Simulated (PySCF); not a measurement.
# How the numerical set-up moves the result for Zn

The method stays; parts of the set-up, such as the basis or the Hamiltonian, are changed.

Computed with PySCF 2.14.0. Level: method and basis as typed in the scripts.

## Step 1: The atom

Zn: 1 atom, charge 0, spin multiplicity 1.

## Step 2: The run that the others are compared with

The input, input.py:

```python
from pyscf import gto, scf, cc

mol = gto.M(
    atom='Zn 0 0 0',
    basis='jorge-dzp',
    charge=0,
    spin=0,
    verbose=4,
)
mf = scf.RHF(mol)
mf.kernel()
mycc = cc.CCSD(mf, frozen=5)
mycc.kernel()
e = mycc.eeccsd(nroots=4)[0]
print('roots (eV) =', (e*27.211386).round(3))
mf.dip_moment()
print('orbital energies (hartree):', mf.mo_energy[..., max(0, mol.nelec[1]-3):mol.nelec[0]+3].round(4))
```

Run with:

```sh
$ OMP_NUM_THREADS=1 python input.py
```

Its log is not repeated here.

In short: E(SCF) = -1777.675482 Eh, 7 cycles, E(CCSD) − E(SCF) = -0.42306 Eh, excitation roots 3.635, 3.635, 3.635, 3.635 eV.

## Step 3: Cc-pvdz-dk (X2C on)

Variant 1 changes basis set: jorge-dzp → cc-pvdz-dk; spin-free X2C: off → on.

The input, input.py:

```python
from pyscf import gto, scf, cc

mol = gto.M(
    atom='Zn 0 0 0',
    basis='cc-pvdz-dk',
    charge=0,
    spin=0,
    verbose=4,
)
mf = scf.RHF(mol)
mf = mf.sfx2c1e()
mf.kernel()
mycc = cc.CCSD(mf, frozen=5)
mycc.kernel()
e = mycc.eeccsd(nroots=4)[0]
print('roots (eV) =', (e*27.211386).round(3))
mf.dip_moment()
print('orbital energies (hartree):', mf.mo_energy[..., max(0, mol.nelec[1]-3):mol.nelec[0]+3].round(4))
```

Run with:

```sh
$ OMP_NUM_THREADS=1 python input.py
```

## Step 4: Cartesian functions on

Variant 2 changes Cartesian functions: off → on.

Edit input.py of step 2 so:

```diff
@@ -7,2 +7,3 @@
     spin=0,
+    cart=True,
     verbose=4,
```

## Step 5: Cc-pvtz

Variant 3 changes basis set: jorge-dzp → cc-pvtz; step after the SCF: eomee → mp2.

The input, input.py:

```python
from pyscf import gto, scf, mp

mol = gto.M(
    atom='Zn 0 0 0',
    basis='cc-pvtz',
    charge=0,
    spin=0,
    verbose=4,
)
mf = scf.RHF(mol)
mf.kernel()
mp.MP2(mf, frozen=5).kernel()
mf.dip_moment()
print('orbital energies (hartree):', mf.mo_energy[..., max(0, mol.nelec[1]-3):mol.nelec[0]+3].round(4))
```

Q: Predict the outcome of this session. Wanted: for each run, E(SCF); from base; gap; after the SCF.

The runs gave:

| run | E(SCF) (hartree) | from base (eV) | cycles | gap (eV) | functions | after the SCF |
| --- | --- | --- | --- | --- | --- | --- |
| base | -1777.675482 | 0 | 7 | 9.58 | 43 | CCSD correlation -11.512 eV, core frozen, first root 3.63 eV |
| cc-pvdz-dk (X2C on) | -1794.275269 | not comparable | 6 | 9.64 | 43 | CCSD correlation -15.304 eV, core frozen, first root 3.87 eV |
| Cartesian functions on | -1777.693814 | -0.4988 | 7 | 9.58 | 48 | CCSD correlation -12.078 eV, core frozen, first root 3.65 eV |
| cc-pvtz | -1777.846655 | -4.6579 | 7 | 9.43 | 68 | MP2 correlation -23.981 eV, core frozen |

What this shows: Of the runs whose energies can be compared, “cc-pvtz” moves the SCF energy most (-4.658 eV). cc-pvtz (68 functions) gives an energy 4.66 eV lower than jorge-dzp (43).
